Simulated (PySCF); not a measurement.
# [Nd(SH)4]−: how settings move a single point

Which settings matter for [Nd(SH)4]−? Each run alters one on purpose. The structure is generated, not taken from experiment.

Program: PySCF 2.14.0. Level of theory: r2SCAN, Nd lcecp-1-SVP with ECP49, S def2-SVP, H def2-SVP; scalar-relativistic core potentials, no spin–orbit coupling. These are calculated values, not measurements.

4 further runs of the same task are left out: 2 for a known fault of the program, 1 that didn't finish, 1 set aside as unsound or not needed.

**1. Starting geometry**

9 atoms, charge -1, spin multiplicity 1.

Bond lengths: Nd1–S2 2.726 Å, Nd1–S4 2.726 Å, Nd1–S6 2.726 Å, Nd1–S8 2.726 Å, S2–H3 1.356 Å, S4–H5 1.356 Å, S6–H7 1.356 Å, S8–H9 1.356 Å. Angles: S2–Nd1–S4 112.6°, S2–Nd1–S6 107.9°, S2–Nd1–S8 107.9°, S4–Nd1–S6 107.9°, S4–Nd1–S8 107.9°, S6–Nd1–S8 112.6°, Nd1–S2–H3 86.3°, Nd1–S4–H5 86.3°, Nd1–S6–H7 86.3°, Nd1–S8–H9 86.3°.

Coordinates:

```
Nd    0.0000    0.0000    0.0000
S     1.6977    1.5031    1.5125
H     2.6923    0.9922    0.7451
S    -1.6977   -1.5031    1.5125
H    -2.6923   -0.9922    0.7451
S     1.5031   -1.6978   -1.5124
H     0.9917   -2.6923   -0.7451
S    -1.5031    1.6978   -1.5124
H    -0.9917    2.6923   -0.7451
```

Formal oxidation states: Nd +3. Each metal's 3 4f electrons lie in its core potential, so multiplicities, spins and levels count the valence alone. An earlier session relaxed this geometry at r2SCAN, Nd lcecp-1-SVP with ECP49, S def2-SVP, H def2-SVP (singlet, point group S4).

The sound run used a (50, 194) grid (finer on f atoms), a threshold of 1e-8 and at most 55 cycles, and ended at -1628.817015 Eh.

**2. Try 1**

run.py (the lines that set the calculation) reads:

```python
mol = gto.M(atom='''
Nd     0.00000     0.00000    -0.00001
S      1.69769     1.50315     1.51245
H      2.69232     0.99220     0.74510
S     -1.69769    -1.50315     1.51245
H     -2.69232    -0.99220     0.74510
S      1.50309    -1.69776    -1.51240
H      0.99169    -2.69229    -0.74514
S     -1.50309     1.69776    -1.51240
H     -0.99169     2.69229    -0.74514''',
    basis={'Nd': 'lcecp-1-SVP', 'S': 'def2-SVP', 'H': 'def2-SVP'},
    ecp={'Nd': 'lcecp-1-SVP'},
    charge=-1, spin=0)
mf = dft.RKS(mol, xc='R2SCAN')
mf.grids.atom_grid = (30, 86)  # f atoms: unpruned
mf = mf.density_fit()  # fitting sets: Nd AutoAux, S def2-universal-JKFIT, H def2-universal-JKFIT
mf.conv_tol = 1e-08; mf.max_cycle = 55
mf.kernel(dm0)  # dm0: free metal ions and neutral atoms
```

Run with:

```bash
$ OMP_NUM_THREADS=2 python run.py
```

Standard output:

```text
init E= -1655.81500490826
  HOMO = -0.0319989032625236  LUMO = 0.0918077687581951  gap/eV = 3.36895
cycle= 1 E= -1628.37268541027  delta_E= 27.4  |g|= 1.55  |ddm|= 4.13
  HOMO = -0.164460305562652  LUMO = 0.093289338194662  gap/eV = 7.01373
cycle= 2 E= -1628.15034151178  delta_E= 0.222  |g|= 1.38  |ddm|= 3.81
  HOMO = -0.0746149671741146  LUMO = 0.0542308912741149  gap/eV = 3.50607
cycle= 3 E= -1628.70011384133  delta_E= -0.55  |g|= 0.534  |ddm|= 2.85
  HOMO = -0.0694203534094274  LUMO = 0.109008936573009  gap/eV = 4.85531
cycle= 4 E= -1628.80261072374  delta_E= -0.102  |g|= 0.115  |ddm|= 0.968
  HOMO = -0.082179156814411  LUMO = 0.0918780062583427  gap/eV = 4.73634
cycle= 5 E= -1628.80794192682  delta_E= -0.00533  |g|= 0.0292  |ddm|= 0.265
  HOMO = -0.0803078580864877  LUMO = 0.0950354021621619  gap/eV = 4.77133
cycle= 6 E= -1628.80825883279  delta_E= -0.000317  |g|= 0.00798  |ddm|= 0.0522
  HOMO = -0.0800532193089304  LUMO = 0.0956132821992214  gap/eV = 4.78013
cycle= 7 E= -1628.80828197988  delta_E= -2.31e-05  |g|= 0.000714  |ddm|= 0.011
  HOMO = -0.0800828040890226  LUMO = 0.0956850993152017  gap/eV = 4.78289
cycle= 8 E= -1628.80828215606  delta_E= -1.76e-07  |g|= 0.000163  |ddm|= 0.00125
  HOMO = -0.0800822517436204  LUMO = 0.0956690424477183  gap/eV = 4.78244
cycle= 9 E= -1628.80828216628  delta_E= -1.02e-08  |g|= 2.15e-05  |ddm|= 0.000304
  HOMO = -0.0800846661569112  LUMO = 0.0956648225709838  gap/eV = 4.78239
cycle= 10 E= -1628.80828216646  delta_E= -1.81e-10  |g|= 4.37e-06  |ddm|= 3.79e-05
  HOMO = -0.080084965798677  LUMO = 0.0956645642045073  gap/eV = 4.78239
Extra cycle  E= -1628.80828216646  delta_E= 3.18e-12  |g|= 3.47e-06  |ddm|= 1.12e-05
converged SCF energy = -1628.80828216646
```

Wall time 6.8 s (2 threads of Arm Neoverse V2, shared host).

Changed: the integration grid, to (30, 86). It converges in 10 cycles, +0.238 eV from the sound run, with a largest force component of 0.02 eV/Å. The setting is unsound, so these numbers aren't the compound's.

**3. Try 2**

run.py (the lines that set the calculation) reads:

```python
mol = gto.M(atom='''
Nd     0.00000     0.00000    -0.00001
S      1.78257     1.57831     1.58807
H      2.82693     1.04180     0.78235
S     -1.78257    -1.57831     1.58807
H     -2.82693    -1.04180     0.78235
S      1.57825    -1.78265    -1.58802
H      1.04127    -2.82690    -0.78240
S     -1.57825     1.78265    -1.58802
H     -1.04127     2.82690    -0.78240''',
    basis={'Nd': 'lcecp-1-SVP', 'S': 'def2-SVP', 'H': 'def2-SVP'},
    ecp={'Nd': 'lcecp-1-SVP'},
    charge=-1, spin=0)
mf = dft.RKS(mol, xc='R2SCAN')
mf.grids.atom_grid = (50, 194)  # f atoms: unpruned, at least (60, 302)
mf = mf.density_fit()  # fitting sets: Nd AutoAux, S def2-universal-JKFIT, H def2-universal-JKFIT
mf.conv_tol = 1e-08; mf.max_cycle = 55
mf.kernel(dm0)  # dm0: free metal ions and neutral atoms
```

Run with:

```bash
$ OMP_NUM_THREADS=2 python run.py
```

Standard output:

```text
init E= -1655.59873081259
  HOMO = -0.0299233981297743  LUMO = 0.0769443728154375  gap/eV = 2.90802
cycle= 1 E= -1628.3202992522  delta_E= 27.3  |g|=  1.6  |ddm|= 4.09
  HOMO = -0.178221926538145  LUMO = 0.077367897223654  gap/eV = 6.95495
cycle= 2 E= -1628.02165203045  delta_E= 0.299  |g|= 1.48  |ddm|= 4.01
  HOMO = -0.071512040117549  LUMO = 0.0376429985423924  gap/eV = 2.97026
cycle= 3 E= -1628.67887220629  delta_E= -0.657  |g|= 0.558  |ddm|= 3.02
  HOMO = -0.0701644006381104  LUMO = 0.0993136316830501  gap/eV = 4.61173
cycle= 4 E= -1628.79076477917  delta_E= -0.112  |g|= 0.137  |ddm|= 1.05
  HOMO = -0.0827831883465792  LUMO = 0.070405405433363  gap/eV = 4.16847
cycle= 5 E= -1628.79898787046  delta_E= -0.00822  |g|= 0.0394  |ddm|= 0.339
  HOMO = -0.0806599500428265  LUMO = 0.0753586389840458  gap/eV = 4.24548
cycle= 6 E= -1628.79963550652  delta_E= -0.000648  |g|= 0.01  |ddm|= 0.0724
  HOMO = -0.0803970242953273  LUMO = 0.0760797480528245  gap/eV = 4.25795
cycle= 7 E= -1628.79967243596  delta_E= -3.69e-05  |g|= 0.000898  |ddm|= 0.0132
  HOMO = -0.0804337841839463  LUMO = 0.0761662437312122  gap/eV = 4.26130
cycle= 8 E= -1628.79967272866  delta_E= -2.93e-07  |g|= 0.000177  |ddm|= 0.00146
  HOMO = -0.0804334932319826  LUMO = 0.0761445545508241  gap/eV = 4.26071
cycle= 9 E= -1628.79967274162  delta_E= -1.3e-08  |g|= 2.59e-05  |ddm|= 0.000336
  HOMO = -0.0804367159100449  LUMO = 0.0761401943122759  gap/eV = 4.26067
cycle= 10 E= -1628.79967274186  delta_E= -2.39e-10  |g|= 3.72e-06  |ddm|= 4.25e-05
  HOMO = -0.0804368283912941  LUMO = 0.0761400438541539  gap/eV = 4.26067
Extra cycle  E= -1628.79967274186  delta_E= 5e-12  |g|= 3.69e-06  |ddm|= 1.06e-05
converged SCF energy = -1628.79967274186
```

It took 12 s on 2 threads of Arm Neoverse V2, shared host.

Changed: the scale of all coordinates (1.05). It converges in 10 cycles, +0.472 eV from the sound run, with a largest force component of 1.31 eV/Å. The setting is unsound, so these numbers aren't the compound's.

**4. Try 3**

run.py (the lines that set the calculation) reads:

```python
mol = gto.M(atom='''
Nd     0.00000     0.00000    -0.00001
S      1.69769     1.50315     1.51245
H      0.45409     0.16735     0.12566
S     -1.69769    -1.50315     1.51245
H     -2.69232    -0.99220     0.74510
S      1.50309    -1.69776    -1.51240
H      0.99169    -2.69229    -0.74514
S     -1.50309     1.69776    -1.51240
H     -0.99169     2.69229    -0.74514''',
    basis={'Nd': 'lcecp-1-SVP', 'S': 'def2-SVP', 'H': 'def2-SVP'},
    ecp={'Nd': 'lcecp-1-SVP'},
    charge=-1, spin=0)
mf = dft.RKS(mol, xc='R2SCAN')
mf.grids.atom_grid = (50, 194)  # f atoms: unpruned, at least (60, 302)
mf = mf.density_fit()  # fitting sets: Nd AutoAux, S def2-universal-JKFIT, H def2-universal-JKFIT
mf.conv_tol = 1e-08; mf.max_cycle = 63
mf.kernel(dm0)  # dm0: free metal ions and neutral atoms
```

Run with:

```bash
$ OMP_NUM_THREADS=2 python run.py
```

Standard output:

```text
init E= -1650.37944437643
  HOMO = -0.0235510168533657  LUMO = 0.025697470459896  gap/eV = 1.34012
cycle= 1 E= -1623.02876336046  delta_E= 27.4  |g|= 1.72  |ddm|= 6.09
  HOMO = -0.0442095910396405  LUMO = 0.0736285406096125  gap/eV = 3.20654
cycle= 2 E= -1622.23184613671  delta_E= 0.797  |g|= 1.88  |ddm|= 4.72
  HOMO = -0.0441381766677657  LUMO = -0.00166689834311487  gap/eV = 1.15570
cycle= 3 E= -1620.08926228055  delta_E= 2.14  |g|= 2.79  |ddm|= 6.12
  HOMO = -0.0543782554660857  LUMO = -0.0147609004520994  gap/eV = 1.07804
cycle= 4 E= -1623.46983183545  delta_E= -3.38  |g|= 0.679  |ddm|= 3.69
  HOMO = -0.0121127136338996  LUMO = 0.0167018550374856  gap/eV = 0.78408
cycle= 5 E= -1623.46099545452  delta_E= 0.00884  |g|= 0.664  |ddm|= 0.909
  HOMO = -0.0322489636275683  LUMO = 0.00448617135657159  gap/eV = 0.99961
cycle= 6 E= -1623.58428327191  delta_E= -0.123  |g|= 0.346  |ddm|= 0.658
  HOMO = -0.0452546300885567  LUMO = 0.00595041610543845  gap/eV = 1.39336
cycle= 7 E= -1623.62757421666  delta_E= -0.0433  |g|= 0.0518  |ddm|= 0.552
  HOMO = -0.0497854361664338  LUMO = 0.00499807452596812  gap/eV = 1.49074
cycle= 8 E= -1623.62800000204  delta_E= -0.000426  |g|= 0.0384  |ddm|= 0.166
  HOMO = -0.0476570727101341  LUMO = 0.00499844781994341  gap/eV = 1.43283
cycle= 9 E= -1623.6286430762  delta_E= -0.000643  |g|= 0.00427  |ddm|= 0.0724
  HOMO = -0.0472092211979601  LUMO = 0.00529604402739281  gap/eV = 1.42874
cycle= 10 E= -1623.62864856683  delta_E= -5.49e-06  |g|= 0.00239  |ddm|= 0.0105
  HOMO = -0.0472121739179222  LUMO = 0.00535906872123348  gap/eV = 1.43054
cycle= 11 E= -1623.62865081421  delta_E= -2.25e-06  |g|= 0.000443  |ddm|= 0.00427
  HOMO = -0.0472249462764422  LUMO = 0.00534376033452233  gap/eV = 1.43047
cycle= 12 E= -1623.62865087251  delta_E= -5.83e-08  |g|= 0.000179  |ddm|= 0.00076
  HOMO = -0.0472462818427382  LUMO = 0.00533637568251422  gap/eV = 1.43085
cycle= 13 E= -1623.62865088647  delta_E= -1.4e-08  |g|= 6.08e-05  |ddm|= 0.000488
  HOMO = -0.0472449510854507  LUMO = 0.00533553618041793  gap/eV = 1.43079
cycle= 14 E= -1623.62865088794  delta_E= -1.47e-09  |g|= 1.13e-05  |ddm|= 0.000108
  HOMO = -0.0472434968090603  LUMO = 0.00533503417177172  gap/eV = 1.43073
Extra cycle  E= -1623.6286508875  delta_E= 4.34e-10  |g|= 3.44e-05  |ddm|= 7.92e-05
converged SCF energy = -1623.6286508875
```

Run time: 14 s. Hardware: 2 threads of Arm Neoverse V2, shared host.

Changed: one atom's place (atom 3 put 0.5 Å from the metal); the cycle limit is 63. It converges in 14 cycles, +141.183 eV from the sound run, with a largest force component of 580.97 eV/Å. The setting is unsound, so these numbers aren't the compound's.

**5. Try 4**

run.py (the lines that set the calculation), as its differences from that of step 4:

```diff
@@ -3,3 +3,3 @@
 S      1.69769     1.50315     1.51245
-H      0.45409     0.16735     0.12566
+H      2.69232     0.99220     0.74510
 S     -1.69769    -1.50315     1.51245
@@ -16,3 +16,3 @@
 mf = mf.density_fit()  # fitting sets: Nd AutoAux, S def2-universal-JKFIT, H def2-universal-JKFIT
-mf.conv_tol = 1e-08; mf.max_cycle = 63
+mf.conv_tol = 0.001; mf.max_cycle = 55
 mf.kernel(dm0)  # dm0: free metal ions and neutral atoms
```

Run with:

```bash
$ OMP_NUM_THREADS=2 python run.py
```

Standard output:

```text
init E= -1655.82323314976
  HOMO = -0.0319364397133308  LUMO = 0.0918675353500848  gap/eV = 3.36888
cycle= 1 E= -1628.37776564212  delta_E= 27.4  |g|= 1.56  |ddm|= 4.13
  HOMO = -0.165741018425816  LUMO = 0.0927877348171435  gap/eV = 7.03493
cycle= 2 E= -1628.14315052997  delta_E= 0.235  |g|=  1.4  |ddm|= 3.84
  HOMO = -0.0742934944038503  LUMO = 0.0549323653597027  gap/eV = 3.51641
cycle= 3 E= -1628.7116885457  delta_E= -0.569  |g|= 0.528  |ddm|= 2.86
  HOMO = -0.0691619275837582  LUMO = 0.108911786847095  gap/eV = 4.84563
cycle= 4 E= -1628.81107573269  delta_E= -0.0994  |g|= 0.118  |ddm|= 0.964
  HOMO = -0.0819215663818407  LUMO = 0.0919028174209525  gap/eV = 4.73000
cycle= 5 E= -1628.81667652406  delta_E= -0.0056  |g|= 0.0292  |ddm|= 0.267
  HOMO = -0.0800690272897969  LUMO = 0.0949746795022942  gap/eV = 4.76318
cycle= 6 E= -1628.81699229427  delta_E= -0.000316  |g|= 0.00793  |ddm|= 0.0521
  HOMO = -0.0798228829373707  LUMO = 0.0959536029187397  gap/eV = 4.78312
Extra cycle  E= -1628.81699114534  delta_E= 1.15e-06  |g|= 0.00808  |ddm|= 0.0217
converged SCF energy = -1628.81699114534
```

It took 9.2 s on 2 threads of Arm Neoverse V2, shared host.

Changed: the SCF threshold (0.001). It converges in 6 cycles, +0.001 eV from the sound run, with a largest force component of 0.02 eV/Å. The result survives the change.

**6. Results**

| run | changed | ending | energy change (eV) | cycles | time | usable |
| --- | --- | --- | --- | --- | --- | --- |
| 1 | the integration grid | converged | +0.238 | 10 | 6.8 s | no |
| 2 | the scale of all coordinates | converged | +0.472 | 10 | 12 s | no |
| 3 | one atom's place | converged | +141.183 | 14 | 14 s | no |
| 4 | the SCF threshold | converged | +0.001 | 6 | 9.2 s | yes |

1 of 4 altered runs gives a usable result. 3 ended normally with numbers unfit to quote.
